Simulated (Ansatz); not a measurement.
# C2H5FZn: up Jacob's ladder to CCSD(T)

One table from this session's results is given with a row withheld; the runs are named, their logs left out.

The runs use Ansatz 0.2.0, Gaussian basis; functionals in def2-TZVPP, the program's frozen cores in correlated methods.

The runs, in order: LDA (SPW92), PBE-D4, revPBE-D4, BLYP-D4, r2SCAN-D4, B97M-V, PBE0-D4, B3LYP-D4, r2SCANh-D4, r2SCAN0-D4, HSE06-D4, BHLYP-D4, CAM-B3LYP-D4, LC-ωPBE, ωB97X-V, ωB97M-V, B2PLYP, PBE-QIDH; CCSD(T)/def2-SVP; CCSD(T)/def2-TZVPP; MP2/def2-QZVPP; extrapolation to the limit; RPA on PBE.

### The geometry

An earlier PBE0-D4 in a triple-zeta def2 set relaxation fixed the geometry.

SMILES `C[CH2][Zn][F]`, 9 atoms, charge 0, spin multiplicity 1.

Atoms are counted from 1 here; the program's logs count them from 0.

Bond lengths: C1–C2 1.526 Å, C1–H5 1.093 Å, C1–H6 1.095 Å, C1–H7 1.093 Å, C2–Zn3 1.928 Å, C2–H8 1.094 Å, C2–H9 1.094 Å, Zn3–F4 1.757 Å. Angles: C2–C1–H5 112.1°, C2–C1–H6 111.1°, C2–C1–H7 112.1°, H5–C1–H6 107.1°, H5–C1–H7 107.2°, H6–C1–H7 107.1°, C1–C2–Zn3 115.3°, C1–C2–H8 110.5°, C1–C2–H9 110.5°, Zn3–C2–H8 107.0°, Zn3–C2–H9 107.0°, H8–C2–H9 106.0°, C2–Zn3–F4 179.9°.

Geometry (Å):

```xyz
9
C2H5FZn
C    -0.34824    1.09072   -0.03421
C    -0.04589   -0.27578    0.57523
Zn    0.69621   -1.57352   -0.64212
F     1.37268   -2.75847   -1.74905
H    -1.07349    1.02558   -0.84869
H    -0.76545    1.77187    0.71448
H     0.54796    1.56746   -0.43812
H     0.65853   -0.17766    1.40693
H    -0.95370   -0.71650    0.99855
```

The first run:

The input, in.yaml:

```yaml
crystal:
  periodic: [false, false, false]
  atoms:
    - {symbol: C, position_ang: [-0.348242, 1.090720, -0.034207]}
    - {symbol: C, position_ang: [-0.045893, -0.275777, 0.575226]}
    - {symbol: Zn, position_ang: [0.696214, -1.573523, -0.642116]}
    - {symbol: F, position_ang: [1.372678, -2.758467, -1.749047]}
    - {symbol: H, position_ang: [-1.073486, 1.025577, -0.848695]}
    - {symbol: H, position_ang: [-0.765455, 1.771866, 0.714478]}
    - {symbol: H, position_ang: [0.547963, 1.567461, -0.438122]}
    - {symbol: H, position_ang: [0.658525, -0.177658, 1.406930]}
    - {symbol: H, position_ang: [-0.953703, -0.716501, 0.998552]}
basis:
  gaussian: {orbitals: def2-TZVPP}
hamiltonian: {xc: lda}
output: {orbitals: {seedname: orbitals}}
```

Among the steps run: LDA; PBE-D4 (GGA); revPBE-D4 (GGA); BLYP-D4 (GGA); r2SCAN-D4 (meta-GGA); B97M-V (meta-GGA); PBE0-D4 (hybrid); B3LYP-D4 (hybrid); r2SCANh-D4 (hybrid); r2SCAN0-D4 (hybrid); HSE06-D4 (hybrid); BHLYP-D4 (hybrid); CAM-B3LYP-D4 (range-separated); LC-ωPBE-D4 (range-separated; the results give it without D4); ωB97X-V (range-separated); ωB97M-V (range-separated); B2PLYP (double hybrid); PBE-QIDH (double hybrid).

One table of the session follows, with a row left open; its other results are not shown here.

It belongs to the step «Frontier levels by functional». 

```
  functional  HOMO (eV)  gap (eV)
 LDA (SPW92)      -7.16      5.61
      PBE-D4      -6.95      5.61
   revPBE-D4      -6.87      5.62
     BLYP-D4      -6.87      5.53
   r2SCAN-D4      -7.14      6.15
      B97M-V      -7.15      5.85
     PBE0-D4      -8.06      7.57
    B3LYP-D4      -7.92      7.09
  r2SCANh-D4          ?         ?
  r2SCAN0-D4      -8.20      7.94
    HSE06-D4      -7.66      6.80
    BHLYP-D4      -9.13      9.28
CAM-B3LYP-D4      -9.45      9.77
     LC-ωPBE     -10.75     12.34
     ωB97X-V     -10.37     11.76
     ωB97M-V     -10.28     11.30
```

Q: Estimate the row for r2SCANh-D4 from the others.

Worked estimate for «HOMO (eV)». Against the share of exact exchange, r2SCAN-D4 (0, -7.14), r2SCAN0-D4 (0.25, -8.20) give a slope of -4.24 per unit share; at 0.1 the line stands at -7.56.

The run gave: HOMO (eV): -7.56; gap (eV): 6.87. In «HOMO (eV)» the line misses by 0.00.
